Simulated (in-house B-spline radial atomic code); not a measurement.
**Ga¹⁸⁺: ionisation energy by several methods**

Wanted: one ionisation energy, Ga¹⁸⁺ to configuration [Ne] 3s2, up the ladder of functionals.

Program: in-house B-spline radial atomic code version 1. Level of theory: scalar-relativistic (X2C), several functionals, spin-polarised; spherical all-electron atom at the radial basis limit. These are calculated values, not measurements, unless marked.

## Step 1: Starting point

| Property | Result |
| --- | --- |
| element | gallium (Z = 31) |
| charge | +18 |
| electrons | 13 |
| configuration | [Ne] 3s2 3p1 |
| nucleus | Fermi, rms radius 3.997 fm |

Outer shells as boxes (Hund's rule):

[Ne] 3s2 3p1
```
[Ne] core
3s [↑↓]
3p [↑ ][  ][  ]
```

Where spins are not typed, each open shell is filled with up spins first.

## Step 2: revTPSS, a meta-GGA

The run's settings:

```ini
Z = 31
electrons = 13.0
configuration = [Ne] 3s2 3p1
hamiltonian = x2c
method = revtpss,revtpss
spin_polarised = True
nucleus = fermi
rms_radius = 3.9973
mass_number = 69
atomic_mass = 68.925573528
speed_of_light = 137.035999084
```

Results of the run (chosen fields of its result record, rounded):

```text
{
  "status": "converged",
  "scf [iteration, energy, orbital gradient]": [
    [1, -1766.63179509, 0.0508],
    [2, -1766.63391142, 0.00116],
    [3, -1766.63391348, 0.000511],
    [4, -1766.63391385, 0.000227],
    [5, -1766.63391394, 2.96e-05],
    [6, -1766.63391394, 9.89e-07],
    [7, -1766.63391394, 3.95e-08]
  ],
  "energy [hartree]": {"total": -1766.63391394, "kinetic": 1805.44326056, "nuclear": -3884.05529459, "coulomb": 366.231449867, "xc": -54.2533297772},
  "orbitals [hartree, bohr; first row names the columns]": [
    ["name", "occ", "eps", "<r>", "<r^2>", "<1/r>", "r_max"],
    ["1s up", 1.0, -402.34152, 0.048183, 0.0031357, 31.911, 0.031346],
    ["1s down", 1.0, -402.30478, 0.048179, 0.0031352, 31.912, 0.031345],
    ["2s up", 1.0, -71.637795, 0.21459, 0.054238, 7.0343, 0.18112],
    ["2s down", 1.0, -71.613263, 0.21451, 0.054177, 7.0345, 0.18115],
    ["2p up", 3.0, -65.716058, 0.18784, 0.043066, 6.7942, 0.14533],
    ["2p down", 3.0, -65.669882, 0.18781, 0.043039, 6.7934, 0.14541],
    ["3s up", 1.0, -26.050291, 0.54545, 0.33781, 2.6887, 0.51088],
    ["3s down", 1.0, -25.823229, 0.5467, 0.33945, 2.6818, 0.51156],
    ["3p up", 1.0, -24.180791, 0.53586, 0.33029, 2.5845, 0.49751]
  ],
  "sum_r [bohr^k]": {"-1": 126.6098, "1": 3.280407, "2": 1.380551},
  "radius_at_0.001 [bohr]": 1.328,
  "radius_enclosing [bohr]": {"0.5": 0.1876, "0.9": 0.5646, "0.99": 0.8901},
  "slater [hartree]": {
    "F0(3s up,3s up)": 1.645,
    "F0(3s up,3s down)": 1.6431,
    "F0(3s up,3p up)": 1.659,
    "G1(3s up,3p up)": 1.0873,
    "F0(3s down,3s down)": 1.6413,
    "F0(3s down,3p up)": 1.6571,
    "F0(3p up,3p up)": 1.6771,
    "F2(3p up,3p up)": 0.85022
  },
  "ionisation_energy [hartree]": 24.8985229
}
```

Wall time 0.31 s (1 thread, shared host).

The run also solves the next ion with the same method; the record keeps the difference, ionisation_energy. radius_at_0.001 is where the density falls to 0.001 electrons per bohr³. Meta-GGA runs start from a PBE run whose iterations are not counted.

Radial density 4πr²n(r) and radial functions P(r) = rR(r):

| r (bohr) | 4πr²n | 3s down | 3p up |
| --- | --- | --- | --- |
| 0.00298 | 2.529 | 0.1592 | 0.0046 |
| 0.00419 | 4.425 | 0.2102 | 0.0085 |
| 0.00589 | 7.526 | 0.2733 | 0.0158 |
| 0.00828 | 12.30 | 0.3474 | 0.0292 |
| 0.0116 | 18.93 | 0.4259 | 0.0532 |
| 0.0163 | 27.02 | 0.4965 | 0.0955 |
| 0.0230 | 34.61 | 0.5319 | 0.1683 |
| 0.0323 | 38.09 | 0.4883 | 0.2830 |
| 0.0453 | 35.39 | 0.3160 | 0.4487 |
| 0.0637 | 30.03 | -0.0205 | 0.6559 |
| 0.0895 | 31.10 | -0.4729 | 0.8421 |
| 0.126 | 39.86 | -0.8474 | 0.8698 |
| 0.177 | 40.30 | -0.8049 | 0.5540 |
| 0.248 | 24.09 | -0.1273 | -0.1739 |
| 0.349 | 10.05 | 0.9345 | -1.0731 |
| 0.491 | 7.948 | 1.5512 | -1.5257 |
| 0.690 | 4.230 | 1.1982 | -1.1570 |
| 0.969 | 0.6109 | 0.4526 | -0.4538 |
| 1.36 | 0.01595 | 0.0713 | -0.0777 |
| 1.91 | 4.093e-05 | 0.0034 | -0.0043 |

Clear maxima of the radial density (full grid of the record): 0.032, 0.15 bohr.

## Step 3: r2SCAN, a meta-GGA

Changes to the settings of step 2:

```diff
@@ -4,3 +4,3 @@
 hamiltonian = x2c
-method = revtpss,revtpss
+method = r2scan
 spin_polarised = True
```

Result record:

```text
{
  "status": "converged",
  "iterations": 7,
  "energy [hartree]": {"total": -1766.88508506, "kinetic": 1805.6878362, "nuclear": -3884.37918567, "coulomb": 366.323576482, "xc": -54.5173120778},
  "orbitals [hartree, bohr; first row names the columns]": [
    ["name", "occ", "eps", "<r>"],
    ["1s up", 1.0, -402.75381, 0.048227],
    ["1s down", 1.0, -402.69498, 0.048221],
    ["2s up", 1.0, -71.89364, 0.21445],
    ["2s down", 1.0, -71.862312, 0.21434],
    ["2p up", 3.0, -65.976994, 0.18765],
    ["2p down", 3.0, -65.916093, 0.18763],
    ["3s up", 1.0, -26.090025, 0.54606],
    ["3s down", 1.0, -25.830421, 0.54756],
    ["3p up", 1.0, -24.183579, 0.53618]
  ],
  "sum_r [bohr^k]": {"-1": 126.6193, "1": 3.280909, "2": 1.38185},
  "ionisation_energy [hartree]": 24.8860893
}
```

Wall time 0.22 s (1 thread, shared host).

## Step 4: RPBE, a GGA

Changes to the settings of step 3:

```diff
@@ -4,3 +4,3 @@
 hamiltonian = x2c
-method = r2scan
+method = rpbe,pbe
 spin_polarised = True
```

Result record:

```text
{
  "status": "converged",
  "iterations": 8,
  "energy [hartree]": {"total": -1766.9883228, "kinetic": 1805.89188191, "nuclear": -3884.6210946, "coulomb": 366.357444429, "xc": -54.6165545344},
  "orbitals [hartree, bohr; first row names the columns]": [
    ["name", "occ", "eps", "<r>"],
    ["1s up", 1.0, -401.6939, 0.048212],
    ["1s down", 1.0, -401.65529, 0.048208],
    ["2s up", 1.0, -71.497843, 0.21477],
    ["2s down", 1.0, -71.466925, 0.21467],
    ["2p up", 3.0, -65.692099, 0.18775],
    ["2p down", 3.0, -65.646087, 0.18771],
    ["3s up", 1.0, -26.016058, 0.54539],
    ["3s down", 1.0, -25.80941, 0.5464],
    ["3p up", 1.0, -24.189369, 0.53521]
  ],
  "sum_r [bohr^k]": {"-1": 126.6287, "1": 3.279231, "2": 1.379869},
  "ionisation_energy [hartree]": 24.9146338
}
```

Wall time 0.13 s (1 thread, shared host).

## Step 5: exchange-only LDA

Changes to the settings of step 4:

```diff
@@ -4,3 +4,3 @@
 hamiltonian = x2c
-method = rpbe,pbe
+method = lda,
 spin_polarised = True
```

Result record:

```text
{
  "status": "converged",
  "iterations": 8,
  "energy [hartree]": {"total": -1762.30122488, "kinetic": 1801.39265443, "nuclear": -3879.84563661, "coulomb": 366.020304972, "xc": -49.8685476833},
  "orbitals [hartree, bohr; first row names the columns]": [
    ["name", "occ", "eps", "<r>"],
    ["1s up", 1.0, -400.79671, 0.048293],
    ["1s down", 1.0, -400.75223, 0.04829],
    ["2s up", 1.0, -71.272867, 0.21529],
    ["2s down", 1.0, -71.225323, 0.21516],
    ["2p up", 3.0, -65.545552, 0.18797],
    ["2p down", 3.0, -65.490437, 0.18789],
    ["3s up", 1.0, -25.913011, 0.54577],
    ["3s down", 1.0, -25.716214, 0.54646],
    ["3p up", 1.0, -24.119451, 0.53483]
  ],
  "sum_r [bohr^k]": {"-1": 126.4684, "1": 3.281654, "2": 1.381484},
  "ionisation_energy [hartree]": 24.8546052
}
```

Run time: 0.12 s. Hardware: 1 thread, shared host.

## Step 6: TPSS, a meta-GGA

Changes to the settings of step 5:

```diff
@@ -4,3 +4,3 @@
 hamiltonian = x2c
-method = lda,
+method = tpss,tpss
 spin_polarised = True
```

Result record:

```text
{
  "status": "converged",
  "iterations": 6,
  "energy [hartree]": {"total": -1767.02960104, "kinetic": 1805.85754499, "nuclear": -3884.56854595, "coulomb": 366.339482226, "xc": -54.6580823131},
  "orbitals [hartree, bohr; first row names the columns]": [
    ["name", "occ", "eps", "<r>"],
    ["1s up", 1.0, -402.29346, 0.048192],
    ["1s down", 1.0, -402.25128, 0.048189],
    ["2s up", 1.0, -71.627721, 0.21466],
    ["2s down", 1.0, -71.597, 0.21456],
    ["2p up", 3.0, -65.748216, 0.18778],
    ["2p down", 3.0, -65.700996, 0.18774],
    ["3s up", 1.0, -26.045702, 0.54531],
    ["3s down", 1.0, -25.82489, 0.54643],
    ["3p up", 1.0, -24.192865, 0.53547]
  ],
  "sum_r [bohr^k]": {"-1": 126.626, "1": 3.27937, "2": 1.379741},
  "ionisation_energy [hartree]": 24.9136529
}
```

Run time: 0.2 s. Hardware: 1 thread, shared host.

## Step 7: All methods side by side

| method | rung | total energy (hartree) | ΔSCF (eV) | −ε highest (eV) | ΔSCF less tabulated (eV) |
| --- | --- | --- | --- | --- | --- |
| exchange-only LDA | LDA | -1762.3012 | 676.33 | 656.32 (3p up) | -0.67 |
| RPBE | GGA | -1766.9883 | 677.96 | 658.23 (3p up) | +0.96 |
| revTPSS | meta-GGA | -1766.6339 | 677.52 | 657.99 (3p up) | +0.52 |
| r2SCAN | meta-GGA | -1766.8851 | 677.18 | 658.07 (3p up) | +0.18 |
| TPSS | meta-GGA | -1767.0296 | 677.94 | 658.32 (3p up) | +0.94 |

What this shows: The tabulated ionisation energy is 677 ± 3 eV (semi-empirical; NIST Atomic Spectra Database). r2SCAN comes nearest (+0.18 eV) and RPBE is farthest (+0.96 eV, 0.14 %). The table's own uncertainty is as large as these misses, so the order means little. Relativistic terms that these runs lack can be as large as the gaps between close methods, so the nearest may be so by luck. Spin-orbit coupling is left out. Open shells are averaged (over orientations, and over spins where the run is restricted), while tables refer to the lowest levels.

Members of this set that are not shown: 2 used exact exchange with fractional occupations of an open shell, which is unsound here.

What each method cost (CPU seconds, one thread, shared host; runs marked * also made radial tables):

| method | CPU time | miss (eV) |
| --- | --- | --- |
| exchange-only LDA | 0.12 s | -0.67 |
| RPBE | 0.13 s | +0.96 |
| TPSS | 0.2 s | +0.94 |
| r2SCAN* | 0.22 s | +0.18 |
| revTPSS* | 0.31 s | +0.52 |
